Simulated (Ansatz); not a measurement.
**BH₆OSn+ (SMILES [BH2][SnH2][OH2+]): a rigid scan of the dihedral angle H4–B1–Sn2–O3**

Aim: the energy along the dihedral angle H4–B1–Sn2–O3, from CCSD(T) and from cheaper methods, relative to the minimum. No other atom is relaxed.

The runs use Ansatz 0.2.0, Gaussian basis; single points in def2-TZVPP.

Levels: PBE-D4, r2SCAN-D4, PBE0-D4, B3LYP-D4, wB97M-V, Hartree-Fock, MP2, CCSD, CCSD(T). The scan takes 24.4, 50.1, 75.8, 101.6, 127.3, 153.0, 178.7°.

Cores are frozen in the correlated methods. Filled d shells of the heavier atoms are correlated. Core potentials replace the inner electrons past krypton, and spin-orbit coupling is left out. B3LYP uses VWN-RPA correlation.

72 further runs of the same task are left out: 1 that didn't finish, 71 set aside as unsound or not needed.

## 1. The system as given

SMILES `[BH2][SnH2][OH2+]`, 9 atoms, charge 1, spin multiplicity 1.

Atoms are counted from 1 here; the program's logs count them from 0.

Bond lengths: B1–Sn2 2.233 Å, B1–H4 1.165 Å, B1–H5 1.164 Å, Sn2–O3 2.403 Å, Sn2–H6 1.707 Å, Sn2–H7 1.701 Å, O3–H8 0.965 Å, O3–H9 0.963 Å. Angles: Sn2–B1–H4 118.3°, Sn2–B1–H5 118.2°, H4–B1–H5 123.5°, B1–Sn2–O3 100.0°, B1–Sn2–H6 126.9°, B1–Sn2–H7 127.3°, O3–Sn2–H6 91.7°, O3–Sn2–H7 86.5°, H6–Sn2–H7 104.8°, Sn2–O3–H8 119.4°, Sn2–O3–H9 126.2°, H8–O3–H9 107.6°.

Geometry (Å):

```csv
atom,x (Å),y (Å),z (Å)
B1,-1.3362,0.5920,-1.3415
Sn2,0.5528,0.7823,-0.1665
O3,0.4772,-1.2718,1.0775
H4,-2.0472,-0.2994,-1.1039
H5,-1.5584,1.3907,-2.1584
H6,0.7872,1.6950,1.2573
H7,2.1162,0.3143,-0.6464
H8,1.2810,-1.6004,1.4985
H9,-0.2726,-1.6028,1.5834
```

## 2. Relaxation at PBE0-D4

File relax/in.yaml:

```yaml
crystal:
  periodic: [false, false, false]
  atoms:
    - {symbol: B, position_ang: [-1.336240, 0.592020, -1.341540]}
    - {symbol: Sn, position_ang: [0.552850, 0.782310, -0.166460]}
    - {symbol: O, position_ang: [0.477180, -1.271790, 1.077480]}
    - {symbol: H, position_ang: [-2.047210, -0.299360, -1.103950]}
    - {symbol: H, position_ang: [-1.558410, 1.390740, -2.158360]}
    - {symbol: H, position_ang: [0.787230, 1.695030, 1.257270]}
    - {symbol: H, position_ang: [2.116240, 0.314320, -0.646360]}
    - {symbol: H, position_ang: [1.280990, -1.600430, 1.498500]}
    - {symbol: H, position_ang: [-0.272640, -1.602840, 1.583420]}
basis:
  gaussian: {orbitals: def2-TZVP}
total_charge: 1
hamiltonian: {xc: pbe0, dispersion: d4}
relax: {f_tol: 0.005, max_steps: 200}
```

Started as:

```sh
ansatz run in.yaml --threads 2 --pin off --events-out ev --progress --plain --max-ram 4352MiB
```

Standard output, shortened:

```text
Functional definition: PBE0
  name "PBE0"
  cite "Adamo & Barone, J. Chem. Phys. 110, 6158 (1999) doi:10.1063/1.478522"
  cite "Perdew, Burke & Ernzerhof, Phys. Rev. Lett. 77, 3865 (1996) doi:10.1103/PhysRevLett.77.3865"
  parent pbe
[...]
1045 factors; their error is unknown
[...]
mean field -8642.31167716 eV, -317.5990961663 hartree, gradient 2.0e-5 eV, S^2 0.000000; 0 other end points of the search recorded, 0 dependent functions left out
[...]
reference -8642.31171501 eV, -317.5990975574 hartree; 20, 20 occupied and 128, 128 virtual orbitals, 1045 factors
[...]
Atom 1 at     0.589960     0.706416    -0.089692 Å, force     0.000010    -0.000906     0.000645 eV/Å
Atom 2 at     0.479296    -1.201464     1.062368 Å, force     0.000480     0.001570    -0.001468 eV/Å
Atom 3 at    -2.033861    -0.349870    -1.081556 Å, force    -0.000359     0.000243    -0.000312 eV/Å
Atom 4 at    -1.503580     1.396531    -2.100093 Å, force    -0.000431    -0.000013    -0.000205 eV/Å
Atom 5 at     0.710534     1.733167     1.253546 Å, force     0.000159     0.000116     0.000300 eV/Å
Atom 6 at     2.105319     0.304230    -0.729342 Å, force     0.000432     0.000019    -0.000109 eV/Å
Atom 7 at     1.254524    -1.620096     1.457239 Å, force    -0.000310    -0.000232     0.000472 eV/Å
Atom 8 at    -0.308691    -1.525312     1.515669 Å, force    -0.000173    -0.000374     0.000411 eV/Å
Dipole moment:    -0.164282    -0.560494     0.383261 e Å
```

It took 70 s on 2 threads of Intel Xeon Platinum 8259CL at 2.50GHz, shared host; peak memory 0.32 GiB.

Along the way:

```csv
step,energy from step 1 (eV),largest force component (eV/Å)
1,0.0000,0.7615
2,-0.0891,0.2771
3,-0.1204,0.1350
4,-0.1214,0.0599
5,-0.1217,0.0290
6,-0.1215,0.0446
7,-0.1218,0.0131
8,-0.1219,0.0043
9,-0.1219,0.0024
10,-0.1219,0.0048
11,-0.1219,0.0099
12,-0.1219,0.0180
13,-0.1219,0.0137
14,-0.1219,0.0016
```

Close pairs (by a distance rule), those that changed most:

```csv
bond,before (Å),after (Å),change (Å)
Sn2–O3,2.403,2.231,-0.171
B1–H4,1.165,1.188,+0.024
B1–H5,1.164,1.187,+0.023
Sn2–H6,1.707,1.695,-0.012
Sn2–H7,1.701,1.693,-0.008
B1–Sn2,2.233,2.237,+0.005
O3–H9,0.963,0.965,+0.002
O3–H8,0.965,0.965,+0.000
```

## 3. The minimum at every level

File min-pbe-tzvpp/in.yaml:

```yaml
crystal:
  periodic: [false, false, false]
  atoms:
    - {symbol: B, position_ang: [-1.293511, 0.556397, -1.288139]}
    - {symbol: Sn, position_ang: [0.589960, 0.706416, -0.089692]}
    - {symbol: O, position_ang: [0.479296, -1.201464, 1.062368]}
    - {symbol: H, position_ang: [-2.033861, -0.349870, -1.081556]}
    - {symbol: H, position_ang: [-1.503580, 1.396531, -2.100093]}
    - {symbol: H, position_ang: [0.710534, 1.733167, 1.253546]}
    - {symbol: H, position_ang: [2.105319, 0.304230, -0.729342]}
    - {symbol: H, position_ang: [1.254524, -1.620096, 1.457239]}
    - {symbol: H, position_ang: [-0.308691, -1.525312, 1.515669]}
basis:
  gaussian: {orbitals: def2-TZVPP}
total_charge: 1
hamiltonian: {xc: pbe, dispersion: d4}
```

min-r2scan-tzvpp/in.yaml, as changes to min-pbe-tzvpp/in.yaml:

```diff
-hamiltonian: {xc: pbe, dispersion: d4}
+hamiltonian: {xc: r2scan, dispersion: d4}
```

min-pbe0-tzvpp/in.yaml:

```diff
-hamiltonian: {xc: pbe, dispersion: d4}
+hamiltonian: {xc: pbe0, dispersion: d4}
+output: {orbitals: {seedname: orbitals}}
```

min-b3lyp-tzvpp/in.yaml:

```diff
-hamiltonian: {xc: pbe, dispersion: d4}
+hamiltonian: {xc: {name: B3LYP}, dispersion: d4}
```

min-wb97mv-tzvpp/in.yaml:

```diff
-hamiltonian: {xc: pbe, dispersion: d4}
+hamiltonian: {xc: {name: wB97M-V}}
```

min-ccsdt-tzvpp/in.yaml:

```diff
-hamiltonian: {xc: pbe, dispersion: d4}
+correlation: {method: ccsd_t}
```

One command serves all of them, each in its own folder.

Started as:

```sh
ansatz run in.yaml --threads 2 --pin off --events-out ev --progress --plain --max-ram 4352MiB
```

Log of min-pbe-tzvpp, shortened:

```text
Functional definition: PBE
  name "PBE"
[... 2 set-up lines as earlier in the session ...]
[...]
1062 factors; their error is unknown
[...]
mean field -8641.85714157 eV, -317.5823922916 hartree, gradient 8.2e-5 eV, S^2 0.000000; 0 other end points of the search recorded, 0 dependent functions left out
reference -8641.85719187 eV, -317.5823941399 hartree; 20, 20 occupied and 176, 176 virtual orbitals, 1062 factors
Total energy: -8641.97282110 eV, -317.5866434359 hartree
```

Log of min-r2scan-tzvpp, shortened:

```text
Functional definition: r2SCAN
  name "r2SCAN"
  cite "Furness, Kaplan, Ning, Perdew & Sun, J. Phys. Chem. Lett. 11, 8208 (2020) doi:10.1021/acs.jpclett.0c02405"
  cite "Furness, Kaplan, Ning, Perdew & Sun, J. Phys. Chem. Lett. 11, 9248 (2020) doi:10.1021/acs.jpclett.0c03077"
  parent r2scan
[...]
1062 factors; their error is unknown
[...]
mean field -8646.26976109 eV, -317.7445530680 hartree, gradient 4.3e-5 eV, S^2 0.000000; 0 other end points of the search recorded, 0 dependent functions left out
reference -8646.26977596 eV, -317.7445536142 hartree; 20, 20 occupied and 176, 176 virtual orbitals, 1062 factors
Total energy: -8646.29674626 eV, -317.7455447546 hartree
```

Log of min-pbe0-tzvpp, shortened:

```text
[... 5 set-up lines as earlier in the session ...]
[...]
1135 factors; their error is unknown
[...]
mean field -8642.52325158 eV, -317.6068713830 hartree, gradient 2.7e-5 eV, S^2 0.000000; 0 other end points of the search recorded, 0 dependent functions left out
reference -8642.52328880 eV, -317.6068727508 hartree; 20, 20 occupied and 176, 176 virtual orbitals, 1135 factors
Total energy: -8642.62130520 eV, -317.6104747869 hartree
```

Log of min-b3lyp-tzvpp, shortened:

```text
Functional definition: B3LYP
  name "B3LYP"
  cite "Stephens, Devlin, Chabalowski & Frisch, J. Phys. Chem. 98, 11623 (1994) doi:10.1021/j100096a001"
  cite "Becke, Phys. Rev. A 38, 3098 (1988) doi:10.1103/PhysRevA.38.3098"
  cite "Lee, Yang & Parr, Phys. Rev. B 37, 785 (1988) doi:10.1103/PhysRevB.37.785"
  cite "Vosko, Wilk & Nusair, Can. J. Phys. 58, 1200 (1980) doi:10.1139/p80-159"
[...]
1106 factors; their error is unknown
[...]
mean field -8648.07407689 eV, -317.8108604507 hartree, gradient 2.2e-5 eV, S^2 0.000000; 0 other end points of the search recorded, 0 dependent functions left out
reference -8648.07435593 eV, -317.8108707050 hartree; 20, 20 occupied and 176, 176 virtual orbitals, 1106 factors
Total energy: -8648.26257930 eV, -317.8177877862 hartree
```

Output in min-wb97mv-tzvpp, shortened:

```text
Functional definition: wB97M-V
  name "wB97M-V"
  cite "Mardirossian & Head-Gordon, J. Chem. Phys. 144, 214110 (2016) doi:10.1063/1.4952647"
  cite "Becke, J. Chem. Phys. 107, 8554 (1997) doi:10.1063/1.475007"
  cite "Vydrov & Van Voorhis, J. Chem. Phys. 133, 244103 (2010) doi:10.1063/1.3521275"
  # Of w^i u^j: cxij and so on, Table III.
[...]
  gx(w, u) = 1 - cx + cx01*u + cx10*w
[...]
      + integral(e_c_pw_mod_opposite_spin*gos(b97_w_opposite, b97_u_opposite)) + vv10(b, c)
1106 factors; their error is unknown
283 factors; integrals over basis functions are off by at most 1.1e-5 eV
[...]
mean field -8642.94003144 eV, -317.6221877603 hartree, gradient 3.9e-5 eV, S^2 0.000000; 0 other end points of the search recorded, 0 dependent functions left out
reference -8642.94009178 eV, -317.6221899777 hartree; 20, 20 occupied and 176, 176 virtual orbitals, 1106 factors
Total energy: -8642.94009178 eV, -317.6221899777 hartree
```

min-ccsdt-tzvpp printed, shortened:

```text
Functional definition: HF
  name "HF"
  cite "Fock, Z. Phys. 61, 126 (1930) doi:10.1007/BF01340294"
[... 1 set-up line as earlier in the session ...]
[...]
1319 factors; integrals over basis functions are off by at most 9.9e-4 eV
[...]
mean field -8603.41463702 eV, -316.1696563067 hartree, gradient 1.8e-6 eV, S^2 0.000000; 0 other end points of the search recorded, 0 dependent functions left out
6 core orbitals not correlated: weight in the atoms' cores, before any rotation towards them, 1.000 or more for the frozen orbitals, at most 0.000 for the correlated occupied ones
reference -8603.41463702 eV, -316.1696563067 hartree; 14, 14 occupied and 176, 176 virtual orbitals, 1319 factors
second order -18.15190974 eV of doubles, -0.00000000 eV of singles
cycle   1  -18.38224787 eV  change   -2.3e-1 eV  update   9.1e-2
[...]
cycle  10  -18.92013929 eV  change    4.0e-6 eV  update   8.3e-6
perturbative correction -0.52294214 eV, -0.0192177693 hartree
Total energy: -8622.85771845 eV, -316.8841763702 hartree
```

Times: 3.7 s (min-pbe-tzvpp), 5.5 s (min-r2scan-tzvpp), 4.1 s (min-pbe0-tzvpp), 4.5 s (min-b3lyp-tzvpp), 13 s (min-wb97mv-tzvpp), 1.8 min (min-ccsdt-tzvpp) on 2 threads of Intel Xeon Platinum 8259CL at 2.50GHz, shared host; peak memory 2.6 GiB.

At the minimum the dihedral angle H4–B1–Sn2–O3 is 5.3°.

## 4. H4–B1–Sn2–O3 = 24.4°

File pbe-tzvpp/in.yaml:

```yaml
crystal:
  periodic: [false, false, false]
  atoms:
    - {symbol: B, position_ang: [-1.293511, 0.556397, -1.288139]}
    - {symbol: Sn, position_ang: [0.589960, 0.706416, -0.089692]}
    - {symbol: O, position_ang: [0.863269, -1.431662, 0.487733]}
    - {symbol: H, position_ang: [-2.033861, -0.349870, -1.081556]}
    - {symbol: H, position_ang: [-1.503580, 1.396531, -2.100093]}
    - {symbol: H, position_ang: [0.594672, 1.331217, 1.485950]}
    - {symbol: H, position_ang: [2.120349, 0.771337, -0.811435]}
    - {symbol: H, position_ang: [1.716574, -1.797083, 0.753239]}
    - {symbol: H, position_ang: [0.164836, -2.002208, 0.831173]}
basis:
  gaussian: {orbitals: def2-TZVPP}
total_charge: 1
hamiltonian: {xc: pbe, dispersion: d4}
output: {forces: true}
```

r2scan-tzvpp/in.yaml differs from pbe-tzvpp/in.yaml so:

```diff
-hamiltonian: {xc: pbe, dispersion: d4}
+hamiltonian: {xc: r2scan, dispersion: d4}
```

pbe0-tzvpp/in.yaml:

```diff
-hamiltonian: {xc: pbe, dispersion: d4}
-output: {forces: true}
+hamiltonian: {xc: pbe0, dispersion: d4}
+output: {forces: true, orbitals: {seedname: orbitals}}
```

b3lyp-tzvpp/in.yaml:

```diff
-hamiltonian: {xc: pbe, dispersion: d4}
+hamiltonian: {xc: {name: B3LYP}, dispersion: d4}
```

wb97mv-tzvpp/in.yaml:

```diff
-hamiltonian: {xc: pbe, dispersion: d4}
-output: {forces: true}
+hamiltonian: {xc: {name: wB97M-V}}
```

ccsdt-tzvpp/in.yaml:

```diff
-hamiltonian: {xc: pbe, dispersion: d4}
-output: {forces: true}
+correlation: {method: ccsd_t}
```

One command serves all of them, each in its own folder.

Started as:

```sh
ansatz run in.yaml --threads 2 --pin off --events-out ev --progress --plain --max-ram 4352MiB
```

pbe-tzvpp printed, shortened:

```text
[... 4 set-up lines as earlier in the session ...]
[...]
1062 factors; their error is unknown
[...]
mean field -8641.83587634 eV, -317.5816108089 hartree, gradient 9.6e-6 eV, S^2 0.000000; 0 other end points of the search recorded, 0 dependent functions left out
[...]
Atom 5 at     0.594672     1.331217     1.485950 Å, force     0.009222     0.111130     0.185060 eV/Å
Atom 6 at     2.120349     0.771337    -0.811435 Å, force     0.196734    -0.025481    -0.065432 eV/Å
Atom 7 at     1.716574    -1.797083     0.753239 Å, force     0.354131    -0.147744     0.124010 eV/Å
Atom 8 at     0.164836    -2.002208     0.831173 Å, force    -0.295284    -0.231236     0.164835 eV/Å
Dipole moment:    -0.048981    -0.666745     0.206950 e Å
```

Output in r2scan-tzvpp, shortened:

```text
[... 5 set-up lines as earlier in the session ...]
[...]
1062 factors; their error is unknown
[...]
Atom 5 at     0.594672     1.331217     1.485950 Å, force     0.010239     0.029257    -0.010593 eV/Å
Atom 6 at     2.120349     0.771337    -0.811435 Å, force     0.005753    -0.033203     0.026171 eV/Å
Atom 7 at     1.716574    -1.797083     0.753239 Å, force    -0.007507    -0.004571     0.014473 eV/Å
Atom 8 at     0.164836    -2.002208     0.831173 Å, force     0.007565    -0.002049     0.022520 eV/Å
Dipole moment:    -0.052358    -0.669063     0.207993 e Å
```

pbe0-tzvpp printed, shortened:

```text
[... 5 set-up lines as earlier in the session ...]
[...]
1135 factors; their error is unknown
[...]
mean field -8642.50473101 eV, -317.6061907644 hartree, gradient 2.1e-5 eV, S^2 0.000000; 0 other end points of the search recorded, 0 dependent functions left out
[...]
Atom 5 at     0.594672     1.331217     1.485950 Å, force    -0.007069     0.028851    -0.006748 eV/Å
Atom 6 at     2.120349     0.771337    -0.811435 Å, force     0.006005    -0.027182     0.004986 eV/Å
Atom 7 at     1.716574    -1.797083     0.753239 Å, force    -0.096195     0.035300    -0.021895 eV/Å
Atom 8 at     0.164836    -2.002208     0.831173 Å, force     0.081019     0.057097    -0.021589 eV/Å
Dipole moment:    -0.051455    -0.662112     0.207252 e Å
```

b3lyp-tzvpp printed, shortened:

```text
[... 6 set-up lines as earlier in the session ...]
[...]
1106 factors; their error is unknown
[...]
Atom 5 at     0.594672     1.331217     1.485950 Å, force     0.003497     0.055063     0.053762 eV/Å
Atom 6 at     2.120349     0.771337    -0.811435 Å, force     0.068075    -0.019911    -0.013677 eV/Å
Atom 7 at     1.716574    -1.797083     0.753239 Å, force     0.036386    -0.023570     0.010907 eV/Å
Atom 8 at     0.164836    -2.002208     0.831173 Å, force    -0.026425    -0.033771     0.024272 eV/Å
Dipole moment:    -0.058404    -0.665222     0.203563 e Å
```

wb97mv-tzvpp printed, shortened:

```text
[... 5 set-up lines as earlier in the session ...]
  # Of w^i u^j: cxij and so on, Table III.
[...]
  gx(w, u) = 1 - cx + cx01*u + cx10*w
[...]
      + integral(e_c_pw_mod_opposite_spin*gos(b97_w_opposite, b97_u_opposite)) + vv10(b, c)
1106 factors; their error is unknown
283 factors; integrals over basis functions are off by at most 1.1e-5 eV
[...]
mean field -8642.92341887 eV, -317.6215772597 hartree, gradient 5.4e-5 eV, S^2 0.000000; 0 other end points of the search recorded, 0 dependent functions left out
reference -8642.92347935 eV, -317.6215794822 hartree; 20, 20 occupied and 176, 176 virtual orbitals, 1106 factors
Total energy: -8642.92347935 eV, -317.6215794822 hartree
```

ccsdt-tzvpp printed, shortened:

```text
[... 4 set-up lines as earlier in the session ...]
[...]
1319 factors; integrals over basis functions are off by at most 1.2e-3 eV
[...]
mean field -8603.40198254 eV, -316.1691912629 hartree, gradient 2.2e-6 eV, S^2 0.000000; 0 other end points of the search recorded, 0 dependent functions left out
6 core orbitals not correlated: weight in the atoms' cores, before any rotation towards them, 1.000 or more for the frozen orbitals, at most 0.000 for the correlated occupied ones
reference -8603.40198254 eV, -316.1691912629 hartree; 14, 14 occupied and 176, 176 virtual orbitals, 1319 factors
second order -18.14827876 eV of doubles, -0.00000000 eV of singles
cycle   1  -18.37944280 eV  change   -2.3e-1 eV  update   9.1e-2
[...]
cycle  10  -18.91669423 eV  change    7.0e-6 eV  update   1.2e-5
perturbative correction -0.52221116 eV, -0.0191909063 hartree
Total energy: -8622.84088793 eV, -316.8835578600 hartree
```

They took 4.7 s (pbe-tzvpp), 8 s (r2scan-tzvpp), 8 s (pbe0-tzvpp), 8 s (b3lyp-tzvpp), 14 s (wb97mv-tzvpp), 1.8 min (ccsdt-tzvpp) on 2 threads of Intel Xeon Platinum 8259CL at 2.50GHz, shared host; peak memory 2.6 GiB.

[end of part 1 of 3]
